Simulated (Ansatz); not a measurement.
# RbSi2: the cost of one run

Program: Ansatz 0.2.0. Level of theory: DFT PBE, scalar-relativistic, plane waves, PAW. These are calculated values, not measurements.

2 further runs of the same task are left out: 1 that didn't finish, 1 set aside as unsound or not needed.

### Step 1. The system as given

The structure is tetragonal, space group P4/mmm (No. 123). Conventional cell: a = 4.629 Å, b = 4.629 Å, c = 4.045 Å, α = 90.00°, β = 90.00°, γ = 90.00°. Around Rb (site symmetry 4/mmm) lie 4 Si at 2.31 Å. Si (site symmetry mmm) is surrounded by 2 Rb at 2.31 Å.

Coordinates:

```cif
data_structure
_symmetry_space_group_name_H-M 'P 1'
_symmetry_Int_Tables_number 1
_cell_length_a 4.6289
_cell_length_b 4.6289
_cell_length_c 4.0448
_cell_angle_alpha 90.000
_cell_angle_beta 90.000
_cell_angle_gamma 90.000
_cell_volume 86.67
loop_
_atom_site_label
_atom_site_type_symbol
_atom_site_fract_x
_atom_site_fract_y
_atom_site_fract_z
_atom_site_occupancy
Rb1 Rb 0.00000 0.00000 0.00000 1
Si1 Si 0.00000 0.50000 0.00000 1
Si2 Si 0.50000 0.00000 0.00000 1
```

A structure generator made this guess: species swapped into a database cell of CuI2 (P4/mmm, No. 123), with Rb on the Cu sites and Si on the I sites. Lengths come from tabulated atomic sizes and are only a guess.

### Step 2. Probe: one point on a coarse mesh

File input.yaml:

```yaml
crystal:
  lattice:
    - [4.62893405, 0.0, 0.0]
    - [0.0, 4.62893405, 0.0]
    - [0.0, 0.0, 4.04482866]
  atoms:
    - { symbol: Rb, position: [0.0, 0.0, 0.0] }
    - { symbol: Si, position: [0.0, 0.5, 0.0] }
    - { symbol: Si, position: [0.5, 0.0, 0.0] }
basis:
  ecutwfc: 420
kpoints:
  mp_grid: { grid: [4, 4, 4] }
hamiltonian:
  xc: pbe
scf:
  occupations: { method: gaussian, width: 0.1 }
  lower_state_search: "off"
output:
  forces: true
  stress: true
  eigenvalues: true
```

Started as:

```sh
> ansatz run input.yaml --threads 1 --pin off --max-ram 2560MiB --backend cpu --events-out ev --progress --plain --runs-dir out
```

Q: Estimate wall time and peak memory on 1 thread of Arm Neoverse V1, shared host.

About 1.6 s, with a peak of 0.3 GiB.
